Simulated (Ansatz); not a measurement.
The system is Ta3AsAu2O13.

```xyz
19
Lattice="5.7238 -0.0075 -0.0040 1.3028 6.2550 0.0056 0.2757 1.3007 8.3675" Properties=species:S:1:pos:R:3 pbc="T T T"
Ta    1.8016    2.6675    4.8901
Ta    0.6106    1.9943    8.3559
Ta    4.2828    4.5395    4.2252
As    4.7578    6.6860    6.9518
Au    3.4916    0.8150    1.5556
Au    1.4492    5.7148    3.7432
O     4.8936    5.2811    5.9496
O     3.3221    1.7411    5.8246
O     6.2809    6.7422    7.6940
O     3.3672    6.6706    7.9235
O     4.5687    1.8638    0.2577
O     1.7240    1.5064    0.9269
O     0.9962    1.2256    4.1088
O     3.3758    2.9946    3.6400
O     0.9058    2.6910    6.5776
O     6.1615    3.9169    3.8186
O     4.0664    5.7780    2.9290
O     2.4385    4.7506    5.2300
O     6.5613    6.2408    1.8957
```

The cell was built by a generator and needn't be a form met in nature.

Base run:

* Program: Ansatz 0.2.0
* Functional: PBE
* Potentials or basis: all-electron LAPW, scalar-relativistic
* Cutoff: 522 eV (chosen from the basis error)
* Basis error allowed: 0.003 eV/atom
* k mesh: 5 × 5 × 4
* Occupations: fermi-dirac, width 0.05 eV
* Spin: no spin polarisation

Its results: band gap on the k mesh 1.30 eV, indirect (least direct gap 1.37 eV); pressure 0.1 GPa; largest force 0.020 eV/Å.

The run is repeated on the same cell with these changes: functional from PBE to PBEsol; k mesh from 5 × 5 × 4 to 4 × 4 × 3. What comes out?

Band gap on the k mesh 1.26 eV, indirect (least direct gap 1.33 eV); pressure -4.5 GPa; largest force 0.443 eV/Å.

Several settings changed at once, so the effect can't be laid on one alone.

Caveats: spin-orbit coupling is left out, which moves the levels of the heavy elements; an odd mesh through Γ misses points on the zone boundary, where band edges often lie (some runs).
